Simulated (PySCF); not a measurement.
# Se(19+), Se(20+), Se(21+): ionisation energies in even-tempered 17s11p5d4f

Wanted: the ionisation energy of selenium, up a ladder of methods.

The numbers are computed with PySCF 2.14.0 (unrestricted determinants in a Gaussian basis, no spin-orbit coupling in the energies), except any that are marked as measured or tabulated.

### Step 1. The atom as given

| Property | Result |
| --- | --- |
| Element | selenium (Z = 34) |
| Basis | an uncontracted even-tempered set (17 s from 1.9 bohr⁻², ratio 2.5; 11 p from 2.4 bohr⁻², ratio 2.5; 5 d from 11 bohr⁻², ratio 2.7; 4 f from 17 bohr⁻², ratio 2.7) |
| Hamiltonian | no relativity, point nucleus |
| State 1 | Se(19+): [Ne] 3s2 3p3, high-spin 4S determinant |
| State 2 | Se(20+): [Ne] 3s2 3p2, high-spin 3P determinant |
| State 3 | Se(21+): [Ne] 3s2 3p1, 2P determinant |
| Needed too, but not shown | Se(22+) [Ne] 3s2 (1S) |
| Methods | CCSD(T) |
| Core shells frozen in the correlated runs | outer shells: 1s2 (for Se(19+)) |

Outer shells as boxes (Hund's rule):

Se19+ [Ne] 3s2 3p3
```
[Ne] core
3s [↑↓]
3p [↑ ][↑ ][↑ ]
```

Se20+ [Ne] 3s2 3p2
```
[Ne] core
3s [↑↓]
3p [↑ ][↑ ][  ]
```

Se21+ [Ne] 3s2 3p1
```
[Ne] core
3s [↑↓]
3p [↑ ][  ][  ]
```

One driver process ran all states and methods and kept the integrals in memory. Each run is shown as a PySCF script that sums up its settings (the driver passes frozen orbitals as a list and adds second-order terms of double hybrids); the logs are those of the runs themselves. The driver starts from symmetry-adapted Hartree-Fock orbitals, holds the occupation by maximum overlap and uses a logarithmic radial grid for functionals, so a plain start would take other cycles.

The integrals over 103 functions and the set-up took 0.21 s of CPU time.

### Step 2. Se(19+), at CCSD(T) (outer shells)

**CCSD(T) (outer shells)**

File input.py:

```python
from pyscf import gto, scf, dft, mp, cc
mol = gto.M(atom="Se 0 0 0", charge=19, spin=3, symmetry="D2h",
            basis=gto.etbs([(0, 17, 1.9, 2.5), (1, 11, 2.4, 2.5), (2, 5, 11, 2.7), (3, 4, 17, 2.7)]))
mf = scf.UHF(mol)
mf.irrep_nelec = {'Ag': (3, 3), 'B1u': (2, 1), 'B2u': (2, 1), 'B3u': (2, 1)}
mf.kernel()
mycc = cc.CCSD(mf, frozen=1).run()
mycc.ccsd_t()
```

### Step 3. Se(20+): CCSD(T) (outer shells)

**CCSD(T) (outer shells)**

File input.py:

```python
from pyscf import gto, scf, dft, mp, cc
mol = gto.M(atom="Se 0 0 0", charge=20, spin=2, symmetry="D2h",
            basis=gto.etbs([(0, 17, 1.9, 2.5), (1, 11, 2.4, 2.5), (2, 5, 11, 2.7), (3, 4, 17, 2.7)]))
mf = scf.UHF(mol)
mf.irrep_nelec = {'Ag': (3, 3), 'B1u': (2, 1), 'B2u': (2, 1), 'B3u': (1, 1)}
mf.kernel()
mycc = cc.CCSD(mf, frozen=1).run()
mycc.ccsd_t()
```

### Step 4. Se(21+), at CCSD(T) (outer shells)

**CCSD(T) (outer shells)**

File input.py:

```python
from pyscf import gto, scf, dft, mp, cc
mol = gto.M(atom="Se 0 0 0", charge=21, spin=1, symmetry="D2h",
            basis=gto.etbs([(0, 17, 1.9, 2.5), (1, 11, 2.4, 2.5), (2, 5, 11, 2.7), (3, 4, 17, 2.7)]))
mf = scf.UHF(mol)
mf.irrep_nelec = {'Ag': (3, 3), 'B1u': (1, 1), 'B2u': (2, 1), 'B3u': (1, 1)}
mf.kernel()
mycc = cc.CCSD(mf, frozen=1).run()
mycc.ccsd_t()
```

What does the calculation give?

The runs gave:

| quantity | value |
| --- | --- |
| ionisation energy, Se(19+) | UHF 791.74, CCSD(T) (outer shells) 792.04 eV; reference 798 ± 3 |
| ionisation energy, Se(20+) | UHF 836.30, CCSD(T) (outer shells) 836.72 eV; reference 845.8 ± 2 |
| ionisation energy, Se(21+) | UHF 881.69, CCSD(T) (outer shells) 882.19 eV; reference 887 ± 4 |

Accuracy by level (over 3 differences):

```tsv
method	mean absolute miss against CCSD(T) (outer shells) (eV)
UHF	0.408
MP2 (outer shells)	0.129
SCS-MP2 (outer shells)	0.060
CCSD (outer shells)	0.005
CCSD(T) (outer shells)	0.000
```

What this shows: For the first difference the methods span 0.546 eV, from UHF (791.74) to MP2 (outer shells) (792.29). The reference is uncertain or not like for like (spin-orbit coupling or other relativistic terms), so no ranking of close methods is drawn. The basis is finite, and no extrapolation was made.
